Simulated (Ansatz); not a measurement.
# AlCNClOF (SMILES O=C=[N][Al]([F])[Cl]): HF/cc-pVDZ

What is the vertical ionisation energy of AlCNClOF at HF/cc-pVDZ? 

The results are computed with Ansatz 0.2.0.

140 further runs of the same task are left out: 2 that didn't finish, 138 set aside as unsound or not needed. Runs told in other sessions of the task aren't counted.

## Step 1: The system as given

The species is AlCNClOF (6 atoms), meant as a singlet with charge 0. As SMILES, `O=C=[N][Al]([F])[Cl]`. The coordinates come from a PBE0-D4/def2-TZVP relaxation. This is one conformer, not always the lowest.

Bond lengths: O1–C2 1.162 Å, C2–N3 1.197 Å, N3–Al4 1.741 Å, Al4–F5 1.632 Å, Al4–Cl6 2.064 Å. Angles: O1–C2–N3 179.5°, C2–N3–Al4 174.7°, N3–Al4–F5 119.2°, N3–Al4–Cl6 121.4°, F5–Al4–Cl6 119.4°.

## Step 2: A single-point energy at HF/cc-pVDZ

File input.yaml:

```yaml
basis:
  gaussian: {orbitals: cc-pVDZ}
crystal:
  periodic: [false, false, false]
  atoms:
    - {symbol: O, position_ang: [-1.726000, -0.301300, 2.353900]}
    - {symbol: C, position_ang: [-1.034500, -0.244700, 1.421600]}
    - {symbol: N, position_ang: [-0.321400, -0.196300, 0.461800]}
    - {symbol: Al, position_ang: [0.694800, 0.033100, -0.933400]}
    - {symbol: F, position_ang: [1.379200, -1.268200, -1.642400]}
    - {symbol: Cl, position_ang: [1.050000, 1.913400, -1.707800]}
hamiltonian: {xc: hf}
accuracy: high
output: {orbitals: {seedname: orbitals}}
```

The run is started by

```sh
$ ansatz run input.yaml --threads 1 --pin off --max-ram 3480MiB --events-out events.jsonl --progress --plain --runs-dir runs
```

Output:

```text
Warning: RAYON_NUM_THREADS=1 ignored (pool sized by the plan → 1); use --threads N
Functional definition: HF
  name "HF"
  exchange = exact_x
  correlation = 0
1929 factors; integrals over basis functions are off by at most 3.1e-9 eV
mean field evaluation 1: about -26343.7209 eV, gradient 4.4e1 eV
mean field evaluation 2: about -26344.2214 eV, gradient 4.5e1 eV
mean field evaluation 4: about -26347.9368 eV, gradient 3.1e0 eV
mean field evaluation 8: about -26348.0069 eV, gradient 3.8e-1 eV
mean field evaluation 16: about -26348.0073 eV, gradient 7.0e-7 eV
mean field -26348.00733432 eV, -968.2714102155 hartree, gradient 2.3e-8 eV, S^2 0.000000; 0 other end points of the search recorded, 0 dependent functions left out
reference -26348.00733432 eV, -968.2714102155 hartree; 30, 30 occupied and 62, 62 virtual orbitals, 1929 factors
Total energy: -26348.00733432 eV, -968.2714102155 hartree
```

Wall time 3.3 s (1 thread of Arm Neoverse V2, shared host); peak memory 0.27 GiB.

## Step 3: The doublet cation at the same level

File run.yaml:

```yaml
crystal:
  periodic: [false, false, false]
  atoms:
    - {symbol: O, position_ang: [-1.726000, -0.301300, 2.353900]}
    - {symbol: C, position_ang: [-1.034500, -0.244700, 1.421600]}
    - {symbol: N, position_ang: [-0.321400, -0.196300, 0.461800]}
    - {symbol: Al, position_ang: [0.694800, 0.033100, -0.933400]}
    - {symbol: F, position_ang: [1.379200, -1.268200, -1.642400]}
    - {symbol: Cl, position_ang: [1.050000, 1.913400, -1.707800]}
basis:
  gaussian: {orbitals: cc-pVDZ}
total_charge: 1
magnetization: {spin_polarized: true, initial_magnetization: 1}
hamiltonian: {xc: hf}
accuracy: high
output: {orbitals: {seedname: orbitals}}
```

The run is started by

```sh
$ ansatz run run.yaml --threads 1 --pin off --max-ram 3480MiB --events-out events.jsonl --progress --plain --runs-dir runs
```

Output, cut to the lines that bear on the results:

```text
Warning: RAYON_NUM_THREADS=1 ignored (pool sized by the plan → 1); use --threads N
[... 2 set-up lines as earlier in the session ...]
[...]
1929 factors; integrals over basis functions are off by at most 3.1e-9 eV
[...]
mean field -26337.55425250 eV, -967.8872665439 hartree, gradient 7.5e-8 eV, S^2 0.915112; 6 other end points of the search recorded, 0 dependent functions left out
reference -26337.55425250 eV, -967.8872665439 hartree; 30, 29 occupied and 62, 63 virtual orbitals, 1929 factors
Total energy: -26337.55425250 eV, -967.8872665439 hartree
```

Wall time 30 s (1 thread of Arm Neoverse V2, shared host); peak memory 0.53 GiB.

## Step 4: What came out

Level: HF/cc-pVDZ.

```
                                          quantity          value
                    singlet AlCNClOF: total energy  -968.27141 Eh
                     singlet AlCNClOF: HOMO energy      -12.52 eV
                     singlet AlCNClOF: LUMO energy        1.91 eV
                   singlet AlCNClOF: HOMO–LUMO gap       14.44 eV
                      doublet cation: total energy  -967.88727 Eh
doublet cation: HOMO energy (highest over α and β)      -17.49 eV
 doublet cation: LUMO energy (lowest over α and β)       -8.49 eV
                              doublet cation: ⟨S²⟩          0.915
vertical ionisation energy (to the doublet cation)      10.453 eV
```

What this shows: The vertical ionisation energy comes to 10.45 eV (1009 kJ/mol). The negative HOMO energy of the first species, 12.52 eV, lies 2.07 eV above that difference. ⟨S²⟩ (doublet cation) is 0.92 where a pure doublet has 0.75: the reference is spin-contaminated.
